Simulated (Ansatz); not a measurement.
# AlN: an axial (c/a) deformation path

One table from this session's results is given with a row withheld; the runs are named, their logs left out.

Program: Ansatz 0.2.0. Level of theory: DFT r2SCAN, scalar-relativistic, plane waves, PAW. These are calculated values, not measurements.

## The starting structure

It takes space group P6_3mc (No. 186, hexagonal). Conventional cell: a = 3.111 Å, b = 3.111 Å, c = 4.978 Å, α = 90.00°, β = 90.00°, γ = 120.00°. Around Al (site symmetry 3m) lie 4 N at 1.89 to 1.92 Å. N (site symmetry 3m) has 4 Al at 1.89 to 1.92 Å as nearest neighbours.

As a file:

```xyz
4
Lattice="3.1110 0.0000 0.0000 -1.5555 2.6942 0.0000 0.0000 0.0000 4.9780" Properties=species:S:1:pos:R:3 pbc="T T T"
Al    0.0000    1.7961    0.0000
Al    1.5555    0.8981    2.4890
N     0.0000    1.7961    1.9165
N     1.5555    0.8981    4.4055
```

The cell is taken as given, not relaxed at this level.

## The reference cell

The reference gives a free energy of -1856.9670 eV, pressure -0.60 GPa, largest force 0.194 eV/Å and gap on the mesh 4.80 eV. It was computed beforehand with the settings of the runs below.

Set-up of the first run:

At fixed volume and fractional coordinates, lengths along (0.000, 0.000, 1.000) are scaled against those across it; ρ is that ratio over its starting value.

File input.yaml:

```yaml
crystal:
  lattice:
    - [3.2841829056, 0.0, 0.0]
    - [-1.6420914528, 2.8441858269, 0.0]
    - [0.0, 0.0, 4.4668445894]
  atoms:
    - { symbol: Al, position: [0.3333333333, 0.6666666667, 0.0] }
    - { symbol: Al, position: [0.6666666667, 0.3333333333, 0.5] }
    - { symbol: "N", position: [0.3333333333, 0.6666666667, 0.385] }
    - { symbol: "N", position: [0.6666666667, 0.3333333333, 0.885] }
basis:
  ecutwfc: 500
kpoints:
  mp_grid: { grid: [12, 12, 6] }
hamiltonian:
  xc: r2scan
scf:
  occupations: { method: gaussian, width: 0.05 }
output:
  forces: true
  stress: true
  eigenvalues: true
  write_density: true
  write_potential: true
  elf: true
  volumetric_format: npy
```

On the command line:

```console
> ansatz run input.yaml --threads 1 --pin off --max-ram 2560MiB --backend cpu --events-out ev --progress --plain --runs-dir out
```

Among the steps run: At ρ = 0.850; At ρ = 1.200; Point ρ = 0.920; At ρ = 1.100; Point ρ = 0.960; Point ρ = 1.050; ρ = 0.800; At ρ = 1.300.

One table of the session follows, with a row left open; its other results are not shown here.

The scan, with free energies counted from the undisturbed cell:

| ρ | ΔE (meV/atom) | pressure (GPa) | gap on the mesh (eV) |
| --- | --- | --- | --- |
| 0.800 | 446.6 | 10.0 | 4.30 |
| 0.850 | 229.2 | 4.0 | 4.36 |
| 0.920 | 56.2 | -0.1 | 4.55 |
| 0.960 | ? | ? | ? |
| 1.000 | 0.0 | -0.6 | 4.80 |
| 1.050 | 23.6 | 0.8 | 4.88 |
| 1.100 | 83.0 | 3.2 | 4.66 |
| 1.200 | 285.9 | 10.3 | 3.68 |
| 1.300 | 571.5 | 19.4 | 2.39 |

Estimate the missing values for ρ = 0.960.

Worked estimate for «ΔE (meV/atom)». A straight line through the neighbours (0.920, 56.2) and (1.000, 0.0) gives 56.2 + (0.0 − 56.2) × (0.960 − 0.920) / (1.000 − 0.920) = 28.1; a parabola fitted to 4 rows on both sides gives 10.6.

The run gave: ΔE (meV/atom): 11.9; pressure (GPa): -0.8; gap on the mesh (eV): 4.68. In «ΔE (meV/atom)» the line misses by +16.2 and the parabola by -1.3.
